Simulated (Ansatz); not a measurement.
**RuNH (quintet): geometry optimisation**

Aim: relax a generated start of RuNH (quintet) and see which bonds hold.

Computed with Ansatz 0.2.0, Gaussian basis. Level: UKS PBE0/def2-TZVP.

### Step 1. Starting geometry

3 atoms, charge 0, spin multiplicity 5.

Atoms are counted from 1 here; the program's logs count them from 0.

Bond lengths: Ru1–N2 1.795 Å, N2–H3 1.013 Å. Angles: Ru1–N2–H3 180.0°.

As a file:

```xyz
3

Ru    0.0000    0.0000   -1.5347
N     0.0000    0.0000    0.2606
H     0.0000    0.0000    1.2741
```

The start was built by rule and, where that kept it together, relaxed with GFN2-xTB. Sticks and bond lists go by distance. No spin-orbit coupling is included. Elements past krypton take def2 core potentials. 

### Step 2. The run

in.yaml reads:

```yaml
crystal:
  periodic: [false, false, false]
  atoms:
    - {symbol: Ru, position_ang: [0.000000, 0.000000, -1.534664]}
    - {symbol: N, position_ang: [0.000000, 0.000000, 0.260583]}
    - {symbol: H, position_ang: [0.000000, 0.000000, 1.274081]}
basis:
  gaussian: {orbitals: def2-TZVP}
magnetization: {spin_polarized: true, initial_magnetization: 4}
hamiltonian: {xc: pbe0}
relax: {f_tol: 0.004, max_steps: 80}
```

Run with:

```console
ansatz run in.yaml --threads 1 --pin off --events-out ev --progress --plain --max-ram 2176MiB
```

Before running it: what results should come out? Wanted: energy gained; shift from the start; total energy; dipole moment; ⟨S²⟩.

The runs gave:

```
                  quantity          value
                     steps              5
             energy gained       0.047 eV
shift from the start (rms)        0.027 Å
              total energy  -4083.9514 eV
             dipole moment         2.18 D
                      ⟨S²⟩          6.010
```

In words: The bonds of the start are those of the end. Ru1–N2 went from 1.795 to 1.741 Å. No vibrations were run, so this is a stationary point, not a proven minimum, and this spin need not be the ground state's.
